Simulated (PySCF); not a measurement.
# H4OSeSi: the cost of one run

Programs: PySCF 2.14.0, with density-fitted response routines of our own. Each step states its level of theory. These are calculated values for one molecule in the gas phase, unless marked as measured. Atoms count from 0, in the outputs and in this text.

## 1. The starting structure

7 atoms, charge 0, multiplicity 1; geometry from: GFN2-xTB. The atoms were then displaced at random by about 0.01 Å, so the start is not that level's minimum.

Bonds of the start (Å): O0–Si1 1.62, Si1–Se2 2.29, O0–H3 0.94, Si1–H4 1.46, Si1–H5 1.45, Se2–H6 1.45.

## 2. Optimising the geometry at PBE0-D3(BJ)/def2-SVP

The job: settings as JSON, then the geometry in Å.

```
{"job": {"xc": "PBE0", "basis": "def2-SVP", "d3": "d3bj", "grid": 1, "shake": 0.01, "kind": "geom"}, "charge": 0, "multiplicity": 1}
O     -1.202400    -0.757280     0.282730
Si    -0.303090     0.572140     0.074510
Se     1.741810    -0.029220    -0.766770
H     -1.303350    -1.401890    -0.392760
H     -0.807870     1.488090    -0.941790
H     -0.162380     1.082970     1.426630
H      2.071230    -0.983910     0.267530
```

On the command line:

```
$ OMP_NUM_THREADS=1 python probes_run.py task.json out
```

One launch serves the whole session: the jobs run in the order shown.

Q: Estimate the wall time and peak memory of this first job on 1 thread of Arm Neoverse V1, shared host.

About 12 s, with a peak of 0.35 GiB.
